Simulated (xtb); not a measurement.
# C3H5BS (SMILES C#CB(C)S) at GFN1-xTB

We compute a geometry optimisation of C3H5BS. 

Program for the calculation: xtb 6.7.1.

3 further runs of the same task are left out: 3 set aside as unsound or not needed.

## 1. The system as given

C3H5BS: 10 atoms, total charge 0, spin state singlet. As SMILES, `C#CB(C)S`. All atoms were displaced at random from a relaxed shape. The run starts from this shape.

Bond lengths: C1–C2 1.152 Å, C2–B3 1.547 Å, B3–C4 1.648 Å, B3–S5 1.893 Å, C1–H6 0.968 Å, C4–H8 1.275 Å, C4–H9 0.899 Å, S5–H10 1.589 Å. Angles: C1–C2–B3 163.9°, C2–B3–C4 113.1°, C2–B3–S5 116.7°, C4–B3–S5 129.5°, C2–C1–H6 149.3°, B3–C4–H8 98.1°, B3–C4–H9 127.6°, B3–S5–H10 91.4°, H8–C4–H9 115.1°. A long bond or contact: C4–H7 1.312 Å.

## 2. A structure relaxation at GFN1-xTB

detailed.inp

```
$chrg 0
$spin 0
$end
```

coord

```
$coord
      3.900904947281     -1.504977885652      2.677534048721  c
      2.413066877580     -0.506711163057      1.442238978314  c
      0.455216126161      0.132866643822     -0.632963765443  b
     -2.470514551768      0.209532832699      0.431594549603  c
      1.752361932627      1.178584389407     -3.797971565273  s
      5.360699481293     -1.400967359753      3.774368885976  h
     -3.586889157152      1.764380590779     -1.143926812281  h
     -3.293981607835     -1.756840583542     -0.691148432821  h
     -2.982346872623      0.385995458216      2.041319954343  h
     -1.016823833139      1.600635822081     -4.879291751045  h
$end
```

Launch:

```
$ xtb coord --gfn 1 -I detailed.inp --opt extreme > run.log
```

**Question.** What will come out? Wanted: total energy at the end; dipole moment; HOMO energy; LUMO energy; HOMO–LUMO gap; dispersion energy.

Computed results:

At GFN1-xTB:

| quantity | value |
| --- | --- |
| total energy at the end | -14.12408 Eh |
| dipole moment | 1.37 D |
| HOMO energy | -11.69 eV |
| LUMO energy | -7.40 eV |
| HOMO–LUMO gap | 4.29 eV |
| dispersion energy | -9.24 kJ/mol |

At the final geometry: Bond lengths: C1–C2 1.206 Å, C2–B3 1.516 Å, B3–C4 1.577 Å, B3–S5 1.776 Å, C1–H6 1.059 Å, C4–H7 1.090 Å, C4–H8 1.091 Å, C4–H9 1.091 Å, S5–H10 1.323 Å. Some angles: C1–C2–B3 179.3°, C2–B3–C4 119.6°, C2–B3–S5 116.5°, C4–B3–S5 123.9°, C2–C1–H6 179.9°, B3–C4–H7 113.2°, B3–C4–H8 110.2°, B3–C4–H9 110.2°, B3–S5–H10 98.7°, H7–C4–H8 108.2°. The optimisation took 56 steps and changed the energy by -3.531 eV.
